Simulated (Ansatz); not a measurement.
**Si2H4F2 (SMILES F[SiH2][SiH2]F): levels of theory compared**

Wanted: a comparison of 6 runs (HF/3-21G, BHLYP/6-31G*, SVWN5/6-31G*, wB97X/6-31G*, RPA@PBE0/6-31G*, CCSD(T)/6-31G*) of Si2H4F2. 

Program for the calculation: Ansatz 0.2.0.

56 further runs of the same task are left out: 56 set aside as unsound or not needed.

### Step 1. Starting point

Si2H4F2 has 8 atoms, charge 0, and is taken as a singlet. As SMILES, `F[SiH2][SiH2]F`. The Si3–H8 distance was set to 1.708 Å, away from the relaxed value.

Bond lengths: F1–Si2 1.605 Å, Si2–Si3 2.350 Å, Si3–F4 1.605 Å, Si2–H5 1.485 Å, Si2–H6 1.487 Å, Si3–H7 1.487 Å. Angles: F1–Si2–Si3 110.4°, Si2–Si3–F4 110.4°, F1–Si2–H5 108.0°, F1–Si2–H6 108.1°, Si3–Si2–H5 111.7°, Si3–Si2–H6 109.2°, Si2–Si3–H7 109.2°, F4–Si3–H7 108.1°, H5–Si2–H6 109.3°. A long bond or contact: Si3–H8 1.708 Å.

### Step 2. The energy at HF/3-21G (run 1)

The input, input.yaml:

```yaml
crystal:
  periodic: [false, false, false]
  atoms:
    - {symbol: F, position_ang: [-1.809470, 1.330620, -0.409878]}
    - {symbol: Si, position_ang: [-0.232470, 1.252920, -0.122978]}
    - {symbol: Si, position_ang: [0.483930, -0.984780, -0.091278]}
    - {symbol: F, position_ang: [0.406330, -1.617180, -1.564178]}
    - {symbol: H, position_ang: [0.465430, 2.039020, -1.172378]}
    - {symbol: H, position_ang: [0.025530, 1.868520, 1.206222]}
    - {symbol: H, position_ang: [1.900130, -1.039180, 0.360022]}
    - {symbol: H, position_ang: [-0.477100, -1.941900, 0.946800]}
basis:
  gaussian:
    orbitals: 3-21G.json
accuracy: high
hamiltonian:
  xc: hf
output: {orbitals: {seedname: orbitals}}
```

The basis set 3-21G is read from a file made from the Basis Set Exchange's data (not shown).

Run with:

```bash
$ ansatz run input.yaml --threads 1 --pin off --max-ram 3480MiB --events-out events.jsonl --progress --plain --runs-dir runs
```

Log:

```text
Warning: RAYON_NUM_THREADS=1 ignored (pool sized by the plan → 1); use --threads N
Functional definition: HF
  name "HF"
  exchange = exact_x
  correlation = 0
1153 factors; integrals over basis functions are off by at most 5.0e-9 eV
mean field evaluation 1: about -21085.9461 eV, gradient 3.3e1 eV
mean field evaluation 2: about -21086.2390 eV, gradient 3.4e1 eV
mean field evaluation 4: about -21088.5431 eV, gradient 1.6e0 eV
mean field evaluation 8: about -21088.5718 eV, gradient 7.6e-2 eV
mean field evaluation 16: about -21088.5719 eV, gradient 2.0e-8 eV
mean field -21088.57186193 eV, -774.9907215785 hartree, gradient 2.0e-8 eV, S^2 0.000000; 0 other end points of the search recorded, 0 dependent functions left out
reference -21088.57186193 eV, -774.9907215785 hartree; 25, 25 occupied and 27, 27 virtual orbitals, 1153 factors
Total energy: -21088.57186193 eV, -774.9907215785 hartree
```

Run time: 0.67 s. Hardware: 1 thread of Arm Neoverse V2, shared host; peak memory 0.11 GiB.

### Step 3. A single-point energy at BHLYP/6-31G(d) (spherical functions) (run 2)

The input, run.yaml:

```yaml
crystal:
  periodic: [false, false, false]
  atoms:
    - {symbol: F, position_ang: [-1.809470, 1.330620, -0.409878]}
    - {symbol: Si, position_ang: [-0.232470, 1.252920, -0.122978]}
    - {symbol: Si, position_ang: [0.483930, -0.984780, -0.091278]}
    - {symbol: F, position_ang: [0.406330, -1.617180, -1.564178]}
    - {symbol: H, position_ang: [0.465430, 2.039020, -1.172378]}
    - {symbol: H, position_ang: [0.025530, 1.868520, 1.206222]}
    - {symbol: H, position_ang: [1.900130, -1.039180, 0.360022]}
    - {symbol: H, position_ang: [-0.477100, -1.941900, 0.946800]}
basis:
  gaussian:
    orbitals: 6-31G_st_-spherical.json
hamiltonian:
  xc: {name: BHLYP}
accuracy: high
output: {orbitals: {seedname: orbitals}}
```

The basis set 6-31G* is read from a file made from the Basis Set Exchange's data (not shown).

Run with:

```bash
$ ansatz run run.yaml --threads 1 --pin off --max-ram 3480MiB --events-out events.jsonl --progress --plain --runs-dir runs
```

Log:

```text
Warning: RAYON_NUM_THREADS=1 ignored (pool sized by the plan → 1); use --threads N
Functional definition: BHLYP
  name "BHLYP"
  parameter a = 0.5
  exchange = (1 - a)*b88_x + a*exact_x
  correlation = lyp_c
1575 factors; integrals over basis functions are off by at most 9.1e-9 eV
mean field evaluation 1: about -21250.7661 eV, gradient 3.7e1 eV
mean field evaluation 2: about -21250.1752 eV, gradient 4.4e1 eV
mean field evaluation 4: about -21252.9384 eV, gradient 9.5e-1 eV
mean field evaluation 8: about -21253.3496 eV, gradient 5.7e-2 eV
mean field evaluation 16: about -21253.3497 eV, gradient 9.7e-6 eV
mean field -21253.34975001 eV, -781.0461972749 hartree, gradient 2.1e-8 eV, S^2 0.000000; 0 other end points of the search recorded, 0 dependent functions left out
reference -21253.34977855 eV, -781.0461983239 hartree; 25, 25 occupied and 47, 47 virtual orbitals, 1575 factors
Total energy: -21253.34977855 eV, -781.0461983239 hartree
```

Run time: 8.1 s. Hardware: 1 thread of Arm Neoverse V2, shared host; peak memory 0.23 GiB.

Runs 3 to 4 aren't shown in full; the table further down has their settings and results.

### Step 4. A single-point energy at RPA@PBE0/6-31G(d) (spherical functions) (run 5)

The input, in.yaml:

```yaml
crystal:
  periodic: [false, false, false]
  atoms:
    - {symbol: F, position_ang: [-1.809470, 1.330620, -0.409878]}
    - {symbol: Si, position_ang: [-0.232470, 1.252920, -0.122978]}
    - {symbol: Si, position_ang: [0.483930, -0.984780, -0.091278]}
    - {symbol: F, position_ang: [0.406330, -1.617180, -1.564178]}
    - {symbol: H, position_ang: [0.465430, 2.039020, -1.172378]}
    - {symbol: H, position_ang: [0.025530, 1.868520, 1.206222]}
    - {symbol: H, position_ang: [1.900130, -1.039180, 0.360022]}
    - {symbol: H, position_ang: [-0.477100, -1.941900, 0.946800]}
basis:
  gaussian: {orbitals: 6-31G_st_-spherical.json}
total_charge: 0
hamiltonian: {xc: {name: PBE0}}
correlation: {method: rpa, frozen_orbitals: {F: 1, H: 0, Si: 5}}
accuracy: high
```

The basis set 6-31G* is read from a file made from the Basis Set Exchange's data (not shown).

Run with:

```bash
$ ansatz run in.yaml --threads 1 --pin off --max-ram 3480MiB --events-out events.jsonl --progress --plain --runs-dir runs
```

Log, shortened:

```text
Warning: RAYON_NUM_THREADS=1 ignored (pool sized by the plan → 1); use --threads N
Functional definition: PBE0
  name "PBE0"
[...]
1575 factors; integrals over basis functions are off by at most 9.1e-9 eV
[...]
mean field -21243.30587054 eV, -780.6770915124 hartree, gradient 3.2e-8 eV, S^2 0.000000; 0 other end points of the search recorded, 0 dependent functions left out
12 core orbitals not correlated: weight in the atoms' cores, before any rotation towards them, 1.000 or more for the frozen orbitals, at most 0.000 for the correlated occupied ones
reference -21200.43976425 eV, -779.1017911620 hartree; 13, 13 occupied and 47, 47 virtual orbitals, 1575 factors
Total energy: -21220.14697932 eV, -779.8260179579 hartree
```

Wall time 10 s (1 thread of Arm Neoverse V2, shared host); peak memory 0.23 GiB.

### Step 5. The energy at CCSD(T)/6-31G(d) (spherical functions) (run 6)

The input, molecule.yaml:

```yaml
crystal:
  periodic: [false, false, false]
  atoms:
    - symbol: F
      position_ang: [-1.809470, 1.330620, -0.409878]
    - symbol: Si
      position_ang: [-0.232470, 1.252920, -0.122978]
    - symbol: Si
      position_ang: [0.483930, -0.984780, -0.091278]
    - symbol: F
      position_ang: [0.406330, -1.617180, -1.564178]
    - symbol: H
      position_ang: [0.465430, 2.039020, -1.172378]
    - symbol: H
      position_ang: [0.025530, 1.868520, 1.206222]
    - symbol: H
      position_ang: [1.900130, -1.039180, 0.360022]
    - symbol: H
      position_ang: [-0.477100, -1.941900, 0.946800]
basis:
  gaussian:
    orbitals: 6-31G_st_-spherical.json
total_charge: 0
correlation:
  method: ccsd_t
  frozen_orbitals: {F: 1, H: 0, Si: 5}
accuracy: high
scf:
  omitted_lower_state_checks: [cluster_reference, increment]
```

The basis set 6-31G* is read from a file made from the Basis Set Exchange's data (not shown).

Run with:

```bash
$ ansatz run molecule.yaml --threads 1 --pin off --max-ram 3480MiB --events-out events.jsonl --progress --plain --runs-dir runs
```

Log, shortened:

```text
Warning: RAYON_NUM_THREADS=1 ignored (pool sized by the plan → 1); use --threads N
Functional definition: HF
  name "HF"
[...]
1575 factors; integrals over basis functions are off by at most 9.1e-9 eV
[...]
mean field -21201.08568812 eV, -779.1255284265 hartree, gradient 3.9e-8 eV, S^2 0.000000; 0 other end points of the search recorded, 0 dependent functions left out
12 core orbitals not correlated: weight in the atoms' cores, before any rotation towards them, 1.000 or more for the frozen orbitals, at most 0.000 for the correlated occupied ones
reference -21201.08568812 eV, -779.1255284265 hartree; 13, 13 occupied and 47, 47 virtual orbitals, 1575 factors
second order -13.56345784 eV of doubles, -0.00000000 eV of singles
cycle   1  -13.94229934 eV  change   -3.8e-1 eV  update   1.0e-1
[...]
cycle  20  -14.46176550 eV  change   -2.5e-9 eV  update   2.8e-9
perturbative correction -0.27901370 eV, -0.0102535643 hartree
Total energy: -21215.82646732 eV, -779.6672420705 hartree
Checks for a lower state left out: cluster_reference, increment
```

It took 10 s on 1 thread of Arm Neoverse V2, shared host; peak memory 0.28 GiB.

### Step 6. The series

```
run                                  level  frozen core orbitals  energy (Eh)  HOMO energy (eV)  LUMO energy (eV)  HOMO–LUMO gap (eV)  wall time
  1                               HF/3-21G                     –  -774.990722            -11.34              2.88               14.22     0.67 s
  2     BHLYP/6-31G* (spherical functions)                     –  -781.046198             -9.48              0.27                9.75      8.1 s
  3     SVWN5/6-31G* (spherical functions)                     –  -777.490235             -7.01             -1.68                5.33      3.6 s
  4     wB97X/6-31G* (spherical functions)                     –  -781.062019            -10.58              1.51               12.10       26 s
  5  RPA@PBE0/6-31G* (spherical functions)                    12  -779.826018                 –                 –                   –       10 s
  6   CCSD(T)/6-31G* (spherical functions)                    12  -779.667242                 –                 –                   –       10 s
```

### Step 7. What came out

| quantity | value |
| --- | --- |
| run 6: total energy | -779.66724 Eh |
| run 6: correlation energy (12 core orbitals frozen) | -541.7 mEh |
| run 6: (T) correction | -10.25 mEh |
| run 6: T1 diagnostic | 0.013 |

Over runs 1, 2, 3, 4 the HOMO–LUMO gap runs from 5.33 eV (SVWN5/6-31G*) to 14.22 eV (HF/3-21G). The two ends differ in method and basis. Totals of different functionals can't be ranked against each other. All runs together took 59 s, the longest 26 s.
